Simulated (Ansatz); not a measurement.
I need a rigid torsion scan of CH₅BFNO, SMILES NC(O)BF. Use the Python package of Ansatz (0.2.0). Level of theory (for the species named): PBE0, def2-SVP basis, multiplicity 1.

```xyz
10

N    -0.4857    0.1346    1.2269
C     0.0010   -0.4552    0.0084
O     1.2527   -0.9554    0.2576
B     0.1650    0.5986   -1.2062
F    -1.1074    1.2109   -1.7198
H     0.0587    1.0191    1.4703
H    -1.4743    0.5303    1.0215
H    -0.6295   -1.2656   -0.3101
H     1.1692   -1.7017    0.9390
H     1.1333    0.8331   -1.6845
```

`ch5bfno.py`
```python
"""Energy of CH5BFNO as one group turns about a bond."""

import ansatz as az
from ase import Atoms

atoms = Atoms(["N", "C", "O", "B", "F", "H", "H", "H", "H", "H"], positions=[
    (-0.4857, 0.1346, 1.2269),
    (0.001, -0.4552, 0.0084),
    (1.2527, -0.9554, 0.2576),
    (0.165, 0.5986, -1.2062),
    (-1.1074, 1.2109, -1.7198),
    (0.0587, 1.0191, 1.4703),
    (-1.4743, 0.5303, 1.0215),
    (-0.6295, -1.2656, -0.3101),
    (1.1692, -1.7017, 0.939),
    (1.1333, 0.8331, -1.6845),
])

# relax first, so that the scan starts from a minimum
first = (
    az.Crystal.molecule_from_ase(atoms).calculation()
    .basis(gaussian="def2-SVP")
    .functional("pbe0")
    .relax(force_tolerance=0.02, max_steps=80)
)
atoms.positions = first.run().report["positions_ang"]

start = atoms.get_dihedral(2, 1, 0, 5)
energies = {}
for turn in range(0, 360, 30):
    turned = atoms.copy()
    turned.set_dihedral(2, 1, 0, 5, start + turn, indices=[0, 5, 6])
    calc = (
        az.Crystal.molecule_from_ase(turned).calculation()
        .basis(gaussian="def2-SVP")
        .correlation("MP2")
    )
    energies[round((start + turn) % 360)] = calc.run().report["free_energy_ev"]
floor = min(energies.values())
print("dihedral O2-C1-N0-H5 (deg)   E - E(min) (kJ/mol)")
for angle, e in sorted(energies.items()):
    print(f"{angle:8d} {96.485332 * (e - floor):14.3f}  " + "#" * int(30 * (e - floor) / max(max(energies.values()) - floor, 1e-9)))
```

```console
$ python ch5bfno.py
dihedral O2-C1-N0-H5 (deg)   E - E(min) (kJ/mol)
      12         35.835  #########################
      42         11.370  ########
      72          0.000
     102         11.171  #######
     132         30.051  #####################
     162         36.286  #########################
     192         34.267  ########################
     222         25.622  ##################
     252         10.213  #######
     282          4.588  ###
     312         21.161  ##############
     342         42.627  ##############################
```

The scan is rigid and the energies are electronic, in a modest basis. With rigid groups the curve can differ much from the relaxed path, the start wasn't checked as a minimum of this torsion, and equivalent turns needn't return to the same energy. The start is relaxed with a density functional and scanned with the wavefunction method, so it isn't exactly that method's minimum. Hardware and time: 99 s on 1 thread of Intel(R) Xeon(R) Platinum 8488C (Sapphire Rapids) (shared host), peak memory 0.27 GiB.

(Lines on the test bed's own set-up are left out of the output.)
